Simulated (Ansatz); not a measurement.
**Ta4NiO11 under changes of volume**

One of the cells (14.082 Å³/atom); the others are scaled copies at fixed shape and fractional positions:

```
Ta Ni O
1.0
     1.95495  -14.82973    0.00000
     1.95495   14.82973    0.00000
     0.00000    0.00000    3.88590
Ta Ni O
4 1 11
Direct
  0.20437 0.79563 0.00000
  0.92451 0.07549 0.00000
  0.07549 0.92451 0.00000
  0.79563 0.20437 0.00000
  0.50000 0.50000 0.00000
  0.13987 0.86013 0.00000
  0.72107 0.27893 0.00000
  0.43645 0.56355 0.00000
  0.56355 0.43645 0.00000
  0.00000 0.00000 0.00000
  0.86013 0.13987 0.00000
  0.27893 0.72107 0.00000
  0.92790 0.07210 0.50000
  0.07210 0.92790 0.50000
  0.79436 0.20564 0.50000
  0.20564 0.79436 0.50000
```

The cell was built by a generator and needn't be a form met in nature.

* Program: Ansatz 0.2.0
* Functional: PBE
* Potentials or basis: Ansatz PAW
* Cutoff: 420 eV (not typed: the program's choice for these potentials)
* k mesh: 7 × 7 × 7
* Occupations: fermi-dirac, width 0.05 eV
* Spin: collinear spin, ferromagnetic start
* Starting moments: [0.0, 0.0, 0.0, 0.0, 1.0, 0.0, 0.0, 0.0, 0.0, 0.0, 0.0, 0.0, 0.0, 0.0, 0.0, 0.0] μB

```tsv
volume (Å³/atom)	energy over the lowest point (meV/atom)	pressure (GPa)	moment (μB per cell)	largest force (eV/Å)
13.237	?	?	?	?
13.519	16.25	9.4	0.82	0.141
13.801	4.02	4.5	0.85	0.099
14.082	0.00	0.1	0.85	0.053
14.364	3.35	-3.9	0.86	0.073
14.645	13.32	-7.4	0.86	0.130
14.927	29.22	-10.6	0.86	0.184
```

What does the run at 13.237 Å³/atom give?

Energy over the lowest point 37.54 meV/atom; pressure 14.8 GPa; moment 0.74 μB per cell; largest force 0.199 eV/Å.

Worked out: A Birch-Murnaghan fit of order 3 (a polynomial in V^(-2/3)) to the other rows has its minimum at 14.09 Å³/atom with B0 = V·E''(V) = 209 GPa and B' = 4.4 at fixed shape and positions, which overstates the stiffness. It gives 37.69 meV/atom at 13.237 Å³/atom, against the run's 37.54, and -dE/dV = 15.0 GPa, against 14.8. A parabola through the other rows of the moment, of slope 0.091 μB per Å³/atom there, extrapolates to 0.80 μB, against the run's 0.74.

Energies are extrapolated to zero smearing.

Caveats: a cell with one magnetic atom can't hold antiferromagnetic order, which such compounds often take.
